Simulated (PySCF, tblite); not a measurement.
# C7H12B radical: geometry, infrared bands and EPR parameters

Aim: predict the infrared bands and EPR parameters of C7H12B radical (`C=[C]C1CCBCC1`).

Computed with tblite 0.8.0 and PySCF 2.14.0, with density-fitted response routines of our own, on a single molecule in the gas phase. Atoms are numbered from 0 throughout.

## Step 1: The starting structure

20 atoms, charge 0, multiplicity 2; geometry from: force field or distance geometry start.

Bonds of the start (Å): C0–C1 1.34, C1–C2 1.49, C2–C3 1.54, C3–C4 1.53, C4–B5 1.60, B5–C6 1.60, C6–C7 1.54, C7–C2 1.56, C0–H8 1.08, C0–H9 1.08, C2–H10 1.12, C3–H11 1.12, C3–H12 1.13, C4–H13 1.10, C4–H14 1.11, B5–H15 1.19, C6–H16 1.11, C6–H17 1.11, C7–H18 1.11, C7–H19 1.11.

## Step 2: Geometry optimisation with GFN2-xTB

What the job is given:

```
{"job": {"kind": "relax", "xc": "GFN2-xTB", "basis": "xTB"}, "charge": 0, "multiplicity": 2}
C      3.174200    -0.211400     0.102000
C      2.006700    -0.445900     0.718900
C      0.689600    -0.382400     0.031900
C     -0.399400    -1.016900     0.918800
C     -1.780300    -1.044500     0.261700
B     -2.165100     0.414200    -0.263300
C     -1.019900     1.210100    -1.044700
C      0.322200     1.096500    -0.288600
H      3.192600     0.044500    -0.950800
H      4.093200    -0.273600     0.657800
H      0.744000    -0.960200    -0.921700
H     -0.112600    -2.076000     1.161600
H     -0.472100    -0.471600     1.902400
H     -2.543000    -1.396600     0.971600
H     -1.764500    -1.725600    -0.612900
H     -3.120500     0.974200     0.160200
H     -1.308300     2.278000    -1.135400
H     -0.918200     0.766200    -2.057700
H      0.262700     1.685000     0.655700
H      1.113500     1.546700    -0.921200
```

Run with:

```console
> OMP_NUM_THREADS=1 python probes_run.py task.json out
```

The driver reads the jobs from task.json and runs them one after another.

**Question.** This job is followed by: GFN2-xTB harmonic vibrations, gas phase; UKS B3LYP, pcH-1 on B C H, non-relativistic, mean-field spin-orbit, GIAO. Predict these results of the whole session: strongest single infrared mode (GFN2-xTB); zero-point energy (GFN2-xTB); g(iso) (B3LYP); ⟨S²⟩; largest a(iso) (averaged by class); surface potential, 1st and 99th percentile.

**Answer**, as computed:

```
                                 quantity                  value
strongest single infrared mode (GFN2-xTB)  2622 cm⁻¹, 178 km/mol
             zero-point energy (GFN2-xTB)         105.3 kcal/mol
                           g(iso) (B3LYP)                2.00217
                                     ⟨S²⟩     0.758 (exact 0.75)
       largest a(iso) (averaged by class)   13C on C1, 260.8 MHz
    surface potential, 1st and 99th percentile     -0.80 V and 1.24 V
```

In words: Over 154 steps the energy fell by 0.487 eV; of the close pairs, C0–C1 changed most, 1.341 to 1.294 Å. All 54 modes are real, so the xTB geometry is a minimum. The strongest single mode, at 2622 cm⁻¹, moves mainly H15. GFN2-xTB is a fitted tight-binding method: band positions and strengths are rough. Its intensities can rank the bands wrongly. Most of the unpaired spin sits on C1 (0.99 e). The isotropic g lies 0.1 ppt below the free-electron value.
